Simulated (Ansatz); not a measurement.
# AlGa2N3: the cost of one run

Program: Ansatz 0.2.0. Level of theory: DFT PBE, scalar-relativistic, plane waves, PAW. These are calculated values, not measurements.

## Step 1: The starting structure

It takes space group I-4m2 (No. 119, tetragonal). Conventional cell: a = 3.185 Å, b = 3.185 Å, c = 13.472 Å, α = 90.00°, β = 90.00°, γ = 90.00°. Around Al (site symmetry -4m2) lie 4 N at 1.91 Å. Ga (site symmetry 2mm) has 4 N at 1.96 to 1.97 Å as nearest neighbours. Around N (site symmetry 2mm) lie 2 Al at 1.91 Å and 2 Ga at 1.97 Å. N (site symmetry -4m2) has 4 Ga at 1.96 Å as nearest neighbours.

Coordinates:

```cif
data_structure
_symmetry_space_group_name_H-M 'P 1'
_symmetry_Int_Tables_number 1
_cell_length_a 7.1023
_cell_length_b 7.1023
_cell_length_c 7.1023
_cell_angle_alpha 154.088
_cell_angle_beta 154.088
_cell_angle_gamma 36.971
_cell_volume 68.31
loop_
_atom_site_label
_atom_site_type_symbol
_atom_site_fract_x
_atom_site_fract_y
_atom_site_fract_z
_atom_site_occupancy
Al1 Al 0.50000 0.50000 0.00000 1
Ga1 Ga 0.83539 0.83539 0.00000 1
Ga2 Ga 0.16461 0.16461 0.00000 1
N1 N 0.42152 0.92152 0.50000 1
N2 N 0.07848 0.57848 0.50000 1
N3 N 0.75000 0.25000 0.50000 1
```

The start is the relaxed end of an invented cell (made as: elements ordered on the sites of the GaN type, Al/Ga on Ga (I-4m2, No. 119)), taken up again for a closer look.

## Step 2: Probe: one point on a coarse mesh

The input, input.yaml:

```yaml
crystal:
  lattice:
    - [-1.5923199, 1.5923199, 6.7358116]
    - [1.5923199, -1.5923199, 6.7358116]
    - [1.5923199, 1.5923199, -6.7358116]
  atoms:
    - { symbol: Al, position: [0.5, 0.5, 0.0] }
    - { symbol: Ga, position: [0.835392, 0.835392, 0.0] }
    - { symbol: Ga, position: [0.164608, 0.164608, 0.0] }
    - { symbol: "N", position: [0.421516, 0.921516, 0.5] }
    - { symbol: "N", position: [0.078484, 0.578484, 0.5] }
    - { symbol: "N", position: [0.75, 0.25, 0.5] }
basis:
  ecutwfc: 420
kpoints:
  mp_grid: { grid: [8, 8, 8] }
hamiltonian:
  xc: pbe
scf:
  occupations: { method: gaussian, width: 0.1 }
  lower_state_search: "off"
output:
  forces: true
  stress: true
  eigenvalues: true
```

Started as:

```console
$ ansatz run input.yaml --threads 4 --pin off --max-ram 8192MiB --backend cpu --events-out ev --progress --plain --runs-dir out
```

Q: Estimate wall time and peak memory on 4 threads of Arm Neoverse V2, shared host.

About 2.2 s, with a peak of 0.37 GiB.
